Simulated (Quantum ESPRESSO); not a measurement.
## LiY3: equation of state with PBE

The system is LiY3.

```
Y Li
1.0
     0.00000    3.89985    3.89985
     3.89985    0.00000    3.89985
     3.89985    3.89985    0.00000
Y Li
3 1
Cartesian
  3.8999 3.8999 3.8999
  5.8498 5.8498 5.8498
  1.9499 1.9499 1.9499
  0.0000 0.0000 0.0000
```

The cell comes from a database or a generator and needn't be the stable form of this composition.

* Program: Quantum ESPRESSO 7.5
* Task: equation of state
* Functional: PBE
* Potentials or basis: SSSP 1.3 efficiency PBE
* Cutoff: 748 eV
* Density cutoff: 5987 eV
* k mesh: 6 × 6 × 6
* Occupations: fermi-dirac, width 0.05 eV
* Spin: no spin polarisation

The equilibrium volume is 29.66 Å³/atom and the bulk modulus is 33 GPa. The pressure derivative of the bulk modulus is 3.3.

Energy against volume, from the lowest point:
```csv
volume (Å³/atom),energy (meV/atom)
27.877,12.19
28.470,5.27
29.063,1.29
29.656,0.00
30.249,1.18
30.842,4.62
31.435,10.15
```

All runs of the series together: 7.8 min on 1 thread of Arm Neoverse V2, on a shared host.
